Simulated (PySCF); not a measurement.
# C4H9FS2Si: the cost of one run

Programs: PySCF 2.14.0, with routines of our own; each step states its level. All values are computed. Atoms count from 0.

## 1. The system as given

17 atoms, charge 0, multiplicity 1; geometry from: GFN2-xTB.

## 2. Circular dichroism and optical rotation: TDDFT wB97X-D/def2-SVPD

Job settings and geometry (Å):

```
{"job": {"kind": "ecd", "xc": "wB97X-D", "basis": "def2-SVPD", "nstates": 16}, "charge": 0, "multiplicity": 1}
C     -2.514988     1.050722     0.206839
C     -1.362737     0.120235     0.543917
C     -1.017802    -0.780965    -0.625017
S      0.339102    -1.934748    -0.221396
Si     1.514559    -0.480988     0.829601
C      3.163611    -0.009714     0.049343
F      1.827298    -1.092917     2.295068
S      0.116285     1.129321     0.996960
H     -2.262384     1.665741    -0.653781
H     -3.407662     0.471979    -0.021306
H     -2.725366     1.705344     1.048376
H     -1.604823    -0.482812     1.423229
H     -0.718657    -0.192386    -1.493294
H     -1.872105    -1.403501    -0.890936
H      3.663694     0.739277     0.654269
H      3.047642     0.389052    -0.953130
H      3.807335    -0.881609    -0.005374
```

Level: TDDFT wB97X-D/def2-SVPD circular dichroism and optical rotation, one conformer, gas phase.

Started as:

```console
> OMP_NUM_THREADS=1 python excited_run.py task.json out
```

The driver reads the jobs from task.json and runs them one after another.

**Question.** How long does this job take on 1 thread of Arm Neoverse V1, shared host, and how much memory does it need?

About 3.2 min, with a peak of 1.2 GiB.
